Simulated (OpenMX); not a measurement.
HfGe:

```xyz
2
Lattice="3.5008 0.0000 0.0000 0.0000 3.5008 0.0000 0.0000 0.0000 3.5008" Properties=species:S:1:pos:R:3 pbc="T T T"
Hf    0.0000    0.0000    0.0000
Ge    1.7504    1.7504    1.7504
```

The cell was built by a generator and needn't be a form met in nature.

Base run:

| Item | Value |
| --- | --- |
| Program | OpenMX 3.8.5 |
| Functional | PBE |
| Potentials or basis | OpenMX 2013 PBE set, Hf7.0-s3p2d2f1, Ge7.0-s3p2d2, grid cutoff 400 Ry |
| k mesh | 7 × 7 × 7 |
| Occupations | fermi-dirac, width 0.05 eV |
| Spin | no spin polarisation |

Its results: pressure -11.3 GPa.

Q: The run is repeated on the same cell with these changes: functional from PBE to LDA; potentials or basis from OpenMX 2013 PBE set, Hf7.0-s3p2d2f1, Ge7.0-s3p2d2, grid cutoff 400 Ry to OpenMX 2013 LDA set, Hf7.0-s3p2d2f1, Ge7.0-s3p2d2, grid cutoff 400 Ry. What comes out?

A: Pressure -17.5 GPa.

Caveats: the basis of atomic orbitals isn't converged, which shifts pressures, moduli and gaps.
